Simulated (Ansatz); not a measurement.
# Relaxation of NbTlSi

Wanted: the geometry at rest of NbTlSi (a known structure type filled with other elements, at an estimated volume), relaxing cell and atoms at 20 GPa, and its electronic structure there.

Method: DFT, PBE, no spin polarisation, plane waves, PAW, in Ansatz 0.2.0.

## 1. The cell

It takes space group P-62m (No. 189, hexagonal). The conventional cell has a = 7.058 Å, b = 7.058 Å, c = 3.908 Å, α = 90.00°, β = 90.00°, γ = 120.00°. Around Nb (site symmetry m2m) lie 5 Si at 2.89 to 2.90 Å and 6 Tl at 3.13 to 3.19 Å. Tl (site symmetry m2m) has 4 Si at 2.60 to 2.73 Å and 2 Tl at 2.96 Å as nearest neighbours. Si (site symmetry -6) is surrounded by 3 Tl at 2.73 Å and 6 Nb at 2.89 Å. Si (site symmetry -62m) is surrounded by 6 Tl at 2.60 Å and 3 Nb at 2.90 Å.

Its coordinates follow in the input file.

It starts from an earlier solution of the starting cell (checkpoint.read).

## 2. Relaxing

File input.yaml:

```yaml
crystal:
  lattice:
    - [7.057576, 0.0, 0.0]
    - [-3.528788, 6.112041, 0.0]
    - [0.0, 0.0, 3.908287]
  atoms:
    - { symbol: Nb, position: [0.589, 0.0, 0.5] }
    - { symbol: Nb, position: [0.411, 0.411, 0.5] }
    - { symbol: Nb, position: [0.0, 0.589, 0.5] }
    - { symbol: Tl, position: [0.242, 0.0, 0.0] }
    - { symbol: Tl, position: [0.758, 0.758, 0.0] }
    - { symbol: Tl, position: [0.0, 0.242, 0.0] }
    - { symbol: Si, position: [0.3333, 0.6667, 0.0] }
    - { symbol: Si, position: [0.6667, 0.3333, 0.0] }
    - { symbol: Si, position: [0.0, 0.0, 0.5] }
  symmetry: { tolerance: 0.0003 }
kpoints:
  mp_grid: { grid: [6, 6, 9], shift: [0, 0, 0] }
magnetization:
  spin_polarized: false
scf:
  occupations: { method: gaussian, width: 0.0343 }
  lower_state_search: "off"
hamiltonian:
  pseudopotentials: { kind: paw }
  xc: pbe
basis:
  ecutwfc: 420
  fft_grid_basis: typed
relax:
  max_steps: 40
  cell: { p_target: 20.0 }
output:
  forces: true
  stress: true
  eigenvalues: true
  bader: true
  populations: true
  elf: true
  write_potential: true
  volumetric_format: npy
  dos:
    e_range: [-12, 8]
    de: 0.05
    projected: { site_lists: { Nb: [Nb], Si: [Si], Tl: [Tl] } }
checkpoint:
  read: saved_state
```

Command:

```
$ ansatz run input.yaml --threads 2 --pin off --max-ram 3584MiB --backend cpu --events-out ev --progress --plain --runs-dir out
```

Before running it: what results should come out? Wanted: moves; largest move; cell; volume; pressure at the end; character; Bader charges.

As calculated:

| quantity | value |
| --- | --- |
| moves | 5 |
| largest move | 0.27 Å (Tl) |
| space group (0.01 Å), before / after | P-62m / P-62m |
| cell | a = 7.038 Å, b = 7.038 Å, c = 3.458 Å, α = 90.00°, β = 90.00°, γ = 120.00° |
| volume | 16.48 Å³/atom (-12.0 %) |
| pressure at the end | 19.98 GPa |
| character | metal |
| density of states, mean within 0.25 eV of the Fermi level | 4.3 per eV per cell |
| Bader charges | Nb +0.80, Tl -0.41, Si -0.50 to -0.17 e |

The volume shrank by 12.0 %, and the largest move of an atom is 0.27 Å apart from the change of the cell. The shape changed more than that tells: the edges moved by -0, -0, -12 %. With 12 symmetry operations imposed, the end may be a saddle point towards distortions that break them. The cell is metallic; within 0.25 eV of the Fermi level the density of states averages 4.3 per eV per cell, mostly Nb d (65 %). By Bader's partition Nb gives up most (+0.80 e) and Tl takes most (-0.41 e).
